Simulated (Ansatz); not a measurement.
# I: the cost of one run

Method: DFT r2SCAN, scalar-relativistic, plane waves, PAW, in Ansatz 0.2.0.

### 1 The structure to begin with

Symmetry: I4_1/amd, No. 141, tetragonal system. Conventional cell: a = 6.961 Å, b = 6.961 Å, c = 3.797 Å, α = 90.00°, β = 90.00°, γ = 90.00°. Around I (site symmetry -4m2) lie 6 I at 3.61 to 3.80 Å.

As a file:

```cif
data_structure
_symmetry_space_group_name_H-M 'I4_1/amd:1'
_symmetry_Int_Tables_number 141
_cell_length_a 6.9607
_cell_length_b 6.9607
_cell_length_c 3.7972
_cell_angle_alpha 90.000
_cell_angle_beta 90.000
_cell_angle_gamma 90.000
_cell_volume 183.98
loop_
_atom_site_label
_atom_site_type_symbol
_atom_site_symmetry_multiplicity
_atom_site_Wyckoff_symbol
_atom_site_fract_x
_atom_site_fract_y
_atom_site_fract_z
_atom_site_occupancy
I1 I 4 a 0.00000 0.00000 0.00000 1
```

This is candidate A: beta-tin type (I4_1/amd, No. 141).

(A quick probe on a coarse mesh, which set the mesh and smearing, is not shown.)

### 3 The relaxation (candidate A)

File input.yaml:

```yaml
crystal:
  lattice:
    - [-3.480352507, 3.480352507, 1.898596538]
    - [3.480352507, -3.480352507, 1.898596538]
    - [3.480352507, 3.480352507, -1.898596538]
  atoms:
    - { symbol: I, position: [0.0, 0.0, 0.0] }
    - { symbol: I, position: [0.75, 0.25, 0.5] }
basis:
  ecutwfc: 500
kpoints:
  mp_grid: { grid: [16, 16, 16] }
hamiltonian:
  xc: r2scan
scf:
  occupations: { method: gaussian, width: 0.1 }
output:
  forces: true
  stress: true
  eigenvalues: true
relax:
  adjacent_minimum: "off"
  f_tol: 0.01
  max_steps: 80
  cell: { stress_tol: 0.05 }
```

**Question.** How long does this run take on 1 thread of an x86-64 CPU, shared host, and how much memory does it need?

About 8.8 min, with a peak of 1.3 GiB.
